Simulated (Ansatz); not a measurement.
# ClH2OZn: the cost of one run

Method: UHF/def2-SVP, in Ansatz 0.2.0.

### Step 1. The structure to begin with

Bond lengths: Zn1–Cl2 2.490 Å, Zn1–O3 1.790 Å, O3–H4 1.010 Å. Angles: Cl2–Zn1–O3 180.0°, Zn1–O3–H4 109.5°.

Coordinates:

```xyz
5

Zn    0.0000    0.0000    0.0000
Cl    0.0000    0.0000    2.4900
O     0.0000    0.0000   -1.7900
H     0.2547   -0.9174   -2.1271
H     0.0000    0.0000    4.1600
```

### Step 2. Pulling towards end A

Springs on the bonds that form and break draw the guess towards this end; the thresholds are loose.

Input file input.yaml:

```yaml
crystal:
  periodic: [false, false, false]
  atoms:
    - { symbol: Zn, position_ang: [0.0, 0.0, 0.0] }
    - { symbol: Cl, position_ang: [0.0, 0.0, 2.49] }
    - { symbol: O, position_ang: [0.0, 0.0, -1.79] }
    - { symbol: H, position_ang: [0.2547, -0.9174, -2.1271] }
    - { symbol: H, position_ang: [0.0, 0.0, 4.16] }
magnetization:
  spin_polarized: true
  initial_magnetization: 1
basis:
  gaussian: { orbitals: def2-SVP }
hamiltonian:
  xc: hf
relax:
  f_tol: 0.15
  max_steps: 25
  restrain:
    - { distance: [1, 4], at: 2.57, k: 30.0 }
    - { distance: [0, 1], at: 2.24, k: 30.0 }
```

The run is started by

```
$ ansatz run input.yaml --threads 1 --pin off --max-ram 2048MiB --backend cpu --events-out ev --progress --plain --runs-dir out
```

**Question.** How long does this run take on 1 thread of AMD EPYC 7R43 (Zen 3), shared host, and how much memory does it need?

About 16 s, with a peak of 0.19 GiB.
